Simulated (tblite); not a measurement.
# C4H9FGeSi: the cost of one run

The runs use tblite 0.8.0 and PySCF 2.14.0, with density-fitted response routines of our own; the level of theory stands in each step. All values are computed, except where a source is named. Atoms count from 0, in the outputs and in this text.

## Step 1: Starting geometry

16 atoms, charge 0, multiplicity 1; geometry from: force field or distance geometry start.

Bonds of the start (Å): F0–C1 1.40, C1–C2 1.49, C2–C3 1.39, C3–Si4 1.85, C3–Ge5 1.93, Ge5–C6 1.80, C6–C2 1.51, C1–H7 1.10, C1–H8 1.10, Si4–H9 1.47, Si4–H10 1.46, Si4–H11 1.48, Ge5–H12 1.56, Ge5–H13 1.55, C6–H14 1.11, C6–H15 1.12.

## Step 2: Optimising the geometry with GFN2-xTB

Job settings and geometry (Å):

```
{"job": {"kind": "relax", "xc": "GFN2-xTB", "basis": "xTB"}, "charge": 0, "multiplicity": 1}
F     -1.327100    -2.061900     1.210000
C     -1.624200    -1.346000     0.049000
C     -0.768500    -0.122400     0.011800
C      0.602300     0.087500    -0.040000
Si     2.021400    -1.096000    -0.030700
Ge     0.539200     2.012000    -0.079900
C     -1.134600     1.341000    -0.027900
H     -1.396900    -1.978800    -0.822400
H     -2.688300    -1.074300     0.056300
H      3.277800    -0.338600    -0.084600
H      1.980800    -1.911200     1.183100
H      1.919100    -1.972600    -1.213600
H      1.010800     2.647700     1.266100
H      0.960700     2.579700    -1.461800
H     -1.709300     1.599900    -0.940300
H     -1.670800     1.642900     0.913700
```

On the command line:

```bash
$ OMP_NUM_THREADS=1 python probes_run.py task.json out
```

This one command runs all jobs of the session in turn.

Q: Estimate the wall time and peak memory of this first job on 1 thread of Arm Neoverse N1, shared host.

About 1.9 s, with a peak of 0.18 GiB.
